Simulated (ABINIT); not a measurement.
A calculation with ABINIT 10.8.3 (patched build) of In2S (ASE script, structure from a P1 CIF):

The input run.py:

```python
import json, os
import numpy as np
from ase.units import GPa
from ase.calculators.abinit import Abinit, AbinitProfile
from ase.io import read

atoms = read('In2S.cif')

profile = AbinitProfile(command='abinit', pp_paths=[os.path.abspath('pseudos')])
params = dict(
    pps='pawxml', xc='PBE',
    ecut=598.6505,
    pawecutdg=1197.301,
    pawxcdev=0,
    kptopt=1,
    ngkpt=[7, 7, 5],
    nshiftk=1,
    shiftk=[0.0, 0.0, 0.0],
    ixc=11,
    nband=20,
    occopt=3,
    tsmear=0.05,
    nstep=100,
    tolvrs=1e-09,
    prtwf=0,
    prtden=0,
)

atoms.calc = Abinit(profile=profile, directory='run', **params)
energy = atoms.get_potential_energy()
forces = atoms.get_forces()
stress = atoms.get_stress()
print(f'energy {energy:.6f} eV')
print('forces (eV/A)')
print(np.round(forces, 5))
print('stress (GPa, Voigt, tension positive)', np.round(stress / GPa, 4))
json.dump(dict(energy=energy, forces=forces.tolist(), stress=stress.tolist(), cell=atoms.cell.tolist(), frac=atoms.get_scaled_positions(wrap=False).tolist()), open('results.json', 'w'))
```

In2S.cif

```cif
data_In2S
_cell_length_a 3.94306000
_cell_length_b 3.94306000
_cell_length_c 5.43495000
_cell_angle_alpha 90.00000000
_cell_angle_beta 90.00000000
_cell_angle_gamma 90.00000000
_space_group_name_H-M_alt 'P1'
_space_group_name_Hall 'P 1'
_space_group_IT_number 1
loop_
_space_group_symop_operation_xyz
'x,y,z'
loop_
_atom_site_label
_atom_site_type_symbol
_atom_site_symmetry_multiplicity
_atom_site_Wyckoff_symbol
_atom_site_fract_x
_atom_site_fract_y
_atom_site_fract_z
_atom_site_occupancy
In1 In 1 a 0.5000000000 0.0000000000 0.6611500000 1
In2 In 1 a 0.0000000000 0.5000000000 0.3388500000 1
S1 S 1 a 0.0000000000 0.0000000000 0.0000000000 1
```

Potentials or basis: JTH PAW PBE v2.0.

Run with:

```bash
$ python run.py
```

The cell was built by a generator and needn't be a form met in nature.

Task: Write the same calculation in another form: native input, structure from a POSCAR.

Result: As run:

run.abi

```
pp_dirpath "./"
pseudos "In.GGA_PBE-JTH.xml, S.GGA_PBE-JTH.xml"

structure "poscar:POSCAR"
natom 3

ecut 22.0
pawecutdg 44.0
pawxcdev 0

kptopt 1
ngkpt 7 7 5
nshiftk 1
shiftk 0.0 0.0 0.0

ixc 11

nband 20
occopt 3
tsmear 0.05 eV

nstep 100
tolvrs 1.0e-9

iomode 3
prtwf 0
prtden 0
prteig 0
prtebands 0
enunit 2
```

File POSCAR:

```
In2S
1.0
    3.9430600000      0.0000000000      0.0000000000
    0.0000000000      3.9430600000      0.0000000000
    0.0000000000      0.0000000000      5.4349500000
In S
2 1
Direct
    0.5000000000      0.0000000000      0.6611500000  In
    0.0000000000      0.5000000000      0.3388500000  In
    0.0000000000      0.0000000000      0.0000000000  S
```

Potentials or basis: JTH PAW PBE v2.0.

Run with:

```bash
$ abinit run.abi > log 2>&1
```

Both were run:

|  | ASE script, structure from a P1 CIF | native input, structure from a POSCAR |
| --- | --- | --- |
| Pressure | 0.0 GPa | 0.0 GPa |
| Largest force | 0.019 eV/Å | 0.019 eV/Å |
| Band gap on the k mesh | none (metal or under the smearing width) | none (metal or under the smearing width) |
| Valence electrons inside the program's atomic spheres | In 11.08; S 3.54 | In 11.08; S 3.54 |

Keys that steer only the numerical path or the files written may differ.
